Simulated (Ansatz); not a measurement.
**FH9O3Si3Sn: a ladder of functionals and wavefunction methods**

The task here is to estimate one member of a computed series from the others.

Program: Ansatz 0.2.0, Gaussian basis. Level of theory: functionals in def2-TZVPP, the program's frozen cores in correlated methods. These are calculated values, not measurements.

Plan: LDA (SPW92), PBE-D4, revPBE-D4, BLYP-D4, r2SCAN-D4, B97M-V, PBE0-D4, B3LYP-D4, r2SCANh-D4, r2SCAN0-D4, HSE06-D4, BHLYP-D4, CAM-B3LYP-D4, LC-ωPBE, ωB97X-V, ωB97M-V, B2PLYP, PBE-QIDH; CCSD(T)/def2-SVP; CCSD(T)/def2-TZVPP; MP2/def2-QZVPP; extrapolation to the limit; RPA on PBE.

### The geometry

All runs share one geometry, relaxed beforehand with PBE0-D4 in a triple-zeta def2 set. Sn takes the def2 core potential; no spin-orbit term is included.

SMILES `[F][Sn]([O][SiH3])([O][SiH3])[O][SiH3]`, 17 atoms, charge 0, spin multiplicity 1.

Atoms are counted from 1 here; the program's logs count them from 0.

Bond lengths: F1–Sn2 1.898 Å, Sn2–O3 1.913 Å, Sn2–O5 1.917 Å, Sn2–O7 1.909 Å, O3–Si4 1.648 Å, Si4–H9 1.485 Å, Si4–H10 1.483 Å, Si4–H11 1.487 Å, O5–Si6 1.647 Å, Si6–H12 1.489 Å, Si6–H13 1.484 Å, Si6–H14 1.483 Å, O7–Si8 1.648 Å, Si8–H15 1.486 Å, Si8–H16 1.482 Å, Si8–H17 1.486 Å. Angles: F1–Sn2–O3 107.2°, F1–Sn2–O5 109.0°, F1–Sn2–O7 109.1°, O3–Sn2–O5 111.8°, O3–Sn2–O7 110.8°, O5–Sn2–O7 108.8°, Sn2–O3–Si4 136.1°, O3–Si4–H9 110.5°, O3–Si4–H10 107.1°, O3–Si4–H11 110.4°, H9–Si4–H10 109.9°, H9–Si4–H11 109.1°, H10–Si4–H11 109.8°, Sn2–O5–Si6 135.3°, O5–Si6–H12 110.2°, O5–Si6–H13 109.1°, O5–Si6–H14 109.0°, H12–Si6–H13 109.2° and more.

The first run:

in.yaml

```yaml
crystal:
  periodic: [false, false, false]
  atoms:
    - {symbol: F, position_ang: [1.358201, -1.455787, -1.373760]}
    - {symbol: Sn, position_ang: [0.276473, -0.101674, -0.600033]}
    - {symbol: O, position_ang: [-1.518216, -0.763851, -0.559472]}
    - {symbol: Si, position_ang: [-2.244030, -2.235121, -0.714390]}
    - {symbol: O, position_ang: [0.930316, 0.291306, 1.158777]}
    - {symbol: Si, position_ang: [0.840786, -0.438824, 2.632116]}
    - {symbol: O, position_ang: [0.393184, 1.477323, -1.665665]}
    - {symbol: Si, position_ang: [1.078788, 2.964847, -1.482954]}
    - {symbol: H, position_ang: [-2.210503, -2.686143, -2.128903]}
    - {symbol: H, position_ang: [-3.649361, -2.077636, -0.268268]}
    - {symbol: H, position_ang: [-1.557112, -3.245031, 0.133437]}
    - {symbol: H, position_ang: [0.132341, -1.743179, 2.517729]}
    - {symbol: H, position_ang: [0.097003, 0.441514, 3.567358]}
    - {symbol: H, position_ang: [2.214642, -0.665869, 3.143498]}
    - {symbol: H, position_ang: [2.525288, 2.838145, -1.166103]}
    - {symbol: H, position_ang: [0.903107, 3.686093, -2.766076]}
    - {symbol: H, position_ang: [0.409990, 3.713285, -0.387190]}
basis:
  gaussian: {orbitals: def2-TZVPP}
hamiltonian: {xc: lda}
output: {orbitals: {seedname: orbitals}}
```

Command:

```bash
> ansatz run in.yaml --threads 4 --pin off --events-out ev --progress --plain --max-ram 66560MiB --backend cuda --devices 0, --max-vram 37GiB
```

Steps of the session up to this table: LDA; PBE-D4 (GGA); revPBE-D4 (GGA); BLYP-D4 (GGA); r2SCAN-D4 (meta-GGA); B97M-V (meta-GGA); B3LYP-D4 (hybrid); r2SCANh-D4 (hybrid); r2SCAN0-D4 (hybrid); HSE06-D4 (hybrid); BHLYP-D4 (hybrid); CAM-B3LYP-D4 (range-separated); LC-ωPBE (range-separated); ωB97X-V (range-separated); ωB97M-V (range-separated); B2PLYP (double hybrid); PBE-QIDH (double hybrid).

One table of the session follows, with a row left open; its other results are not shown here.

It belongs to the step «Orbital energies across the functionals». 

```
  functional  HOMO (eV)  LUMO (eV)  gap (eV)
 LDA (SPW92)      -7.69      -3.79      3.90
      PBE-D4      -7.59      -3.42      4.17
   revPBE-D4      -7.55      -3.27      4.28
     BLYP-D4      -7.51      -3.35      4.16
   r2SCAN-D4      -7.97      -3.18      4.80
      B97M-V      -8.09      -3.32      4.77
     PBE0-D4          ?          ?         ?
    B3LYP-D4      -8.84      -2.72      6.12
  r2SCANh-D4      -8.51      -2.81      5.70
  r2SCAN0-D4      -9.31      -2.27      7.04
    HSE06-D4      -8.65      -2.78      5.87
    BHLYP-D4     -10.45      -1.38      9.08
CAM-B3LYP-D4     -10.49      -1.38      9.11
     LC-ωPBE     -11.84      -0.04     11.80
     ωB97X-V     -11.51      -0.23     11.27
     ωB97M-V     -11.36      -0.43     10.93
```

**Question.** Estimate the row for PBE0-D4.

As computed: HOMO (eV): -9.05; LUMO (eV): -2.41; gap (eV): 6.65. In the column «HOMO (eV)» it lies between r2SCAN0-D4 (-9.31) and B3LYP-D4 (-8.84).
